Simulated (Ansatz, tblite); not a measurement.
# As(SMe)3 (C3H9AsS3): a ladder of methods and basis sets

One table from this session's results is given with a row withheld; the runs are named, their logs left out.

Program: Ansatz 0.2.0, Gaussian basis. Level of theory: as each input shows. These are calculated values, not measurements.

The runs, in order: GFN1-xTB, GFN2-xTB, PBE-D4/def2-TZVP, r2SCAN-D4/def2-TZVP, B3LYP-D4/def2-TZVP, B97M-V/def2-TZVP, BLYP-D4/def2-TZVP, PBE-D4/def2-SVP, PBE0-D4/def2-SVP, HF/6-31G, B3LYP-D4/6-31G, PBE0-D4/def2-TZVPD, PBE-D4/def2-TZVPD, B3LYP-D4/def2-TZVPD, CCSD(T)/def2-SVP, MP2/def2-TZVP, RPA/def2-TZVP.

4 further runs of the same task are left out: 2 that didn't finish, 2 set aside as unsound or not needed.

### The geometry

The singlet was relaxed beforehand with PBE-D4/def2-SVP.

16 atoms, charge 0, spin multiplicity 1.

Bond lengths: As1–S2 2.272 Å, As1–S7 2.272 Å, As1–S12 2.272 Å, S2–C3 1.834 Å, C3–H4 1.108 Å, C3–H5 1.108 Å, C3–H6 1.107 Å, S7–C8 1.834 Å, C8–H9 1.108 Å, C8–H10 1.108 Å, C8–H11 1.107 Å, S12–C13 1.834 Å, C13–H14 1.108 Å, C13–H15 1.108 Å, C13–H16 1.107 Å. Angles: S2–As1–S7 96.3°, S2–As1–S12 96.4°, S7–As1–S12 96.4°, As1–S2–C3 98.9°, S2–C3–H4 111.9°, S2–C3–H5 106.3°, S2–C3–H6 111.0°, H4–C3–H5 108.6°, H4–C3–H6 110.0°, H5–C3–H6 108.8°, As1–S7–C8 98.9°, S7–C8–H9 111.9°, S7–C8–H10 106.3°, S7–C8–H11 110.9°, H9–C8–H10 108.7°, H9–C8–H11 110.0°, H10–C8–H11 108.8°, As1–S12–C13 98.9° and more.

PBE0-D4/def2-TZVP was run before; its log isn't repeated, and its numbers join the tables.

Set-up of the first run:

Tight binding, by tblite at 300 K electronic temperature and without a spin-polarisation term:

```python
tblite.interface.Calculator('GFN1-xTB', numbers, positions, charge=0, uhf=0).singlepoint()
```

Tight binding, by tblite at 300 K electronic temperature and without a spin-polarisation term:

```python
tblite.interface.Calculator('GFN2-xTB', numbers, positions, charge=0, uhf=0).singlepoint()
```

start.molden holds the orbitals of an earlier run on this state, given as this run's starting guess.

Contents of in.yaml:

```yaml
crystal:
  periodic: [false, false, false]
  atoms:
    - {symbol: As, position_ang: [0.006154, -0.001597, 0.227738]}
    - {symbol: S, position_ang: [1.819911, 0.564714, -1.018334]}
    - {symbol: C, position_ang: [3.110982, -0.315399, -0.057317]}
    - {symbol: H, position_ang: [3.131097, 0.009052, 1.001935]}
    - {symbol: H, position_ang: [4.080114, -0.054938, -0.525875]}
    - {symbol: H, position_ang: [2.969144, -1.412196, -0.115307]}
    - {symbol: S, position_ang: [-1.479165, 1.315170, -0.878089]}
    - {symbol: C, position_ang: [-1.266576, 2.858050, 0.091103]}
    - {symbol: H, position_ang: [-1.475873, 2.702379, 1.167977]}
    - {symbol: H, position_ang: [-2.001229, 3.582524, -0.311406]}
    - {symbol: H, position_ang: [-0.247594, 3.271119, -0.041365]}
    - {symbol: S, position_ang: [-0.479247, -1.920678, -0.887784]}
    - {symbol: C, position_ang: [-1.832718, -2.538484, 0.185350]}
    - {symbol: H, position_ang: [-1.504183, -2.659995, 1.236540]}
    - {symbol: H, position_ang: [-2.117842, -3.531580, -0.213491]}
    - {symbol: H, position_ang: [-2.712976, -1.868132, 0.138316]}
basis:
  gaussian: {orbitals: def2-TZVP, initial_orbitals: start.molden}
hamiltonian: {xc: pbe, dispersion: d4}
scf: {omitted_lower_state_checks: [starts]}
output: {orbitals: {seedname: orbitals}}
```

Run with:

```sh
$ ansatz run in.yaml --threads 4 --pin off --events-out ev --progress --plain --max-ram 8704MiB
```

Among the steps run: PBE-D4/def2-TZVP; r2SCAN-D4/def2-TZVP; B3LYP-D4/def2-TZVP; B97M-V/def2-TZVP; BLYP-D4/def2-TZVP; PBE-D4/def2-SVP; PBE0-D4/def2-SVP; HF/6-31G; B3LYP-D4/6-31G; PBE0-D4/def2-TZVPD; PBE-D4/def2-TZVPD; B3LYP-D4/def2-TZVPD; CCSD(T)/def2-SVP; MP2/def2-TZVP; RPA/def2-TZVP.

One table of the session follows, with a row left open; its other results are not shown here.

It belongs to the step «Levels side by side». 

| level | HOMO (eV) | gap (eV) |
| --- | --- | --- |
| HF/6-31G | -9.10 | 11.12 |
| PBE-D4/def2-SVP | -5.15 | 3.65 |
| PBE-D4/def2-TZVP | -5.29 | 3.59 |
| PBE-D4/def2-TZVPD | -5.35 | 3.54 |
| BLYP-D4/def2-TZVP | -5.13 | 3.57 |
| r2SCAN-D4/def2-TZVP | ? | ? |
| B97M-V/def2-TZVP | -5.62 | 4.12 |
| B3LYP-D4/6-31G | -6.28 | 5.08 |
| B3LYP-D4/def2-TZVP | -6.18 | 5.09 |
| B3LYP-D4/def2-TZVPD | -6.24 | 5.01 |
| PBE0-D4/def2-SVP | -6.32 | 5.58 |
| PBE0-D4/def2-TZVP | -6.39 | 5.49 |
| PBE0-D4/def2-TZVPD | -6.43 | 5.41 |

Q: Estimate the row for r2SCAN-D4/def2-TZVP from the others.

The run gave: HOMO (eV): -5.52; gap (eV): 3.95. In the column «HOMO (eV)» it lies between B97M-V/def2-TZVP (-5.62) and PBE-D4/def2-TZVPD (-5.35).
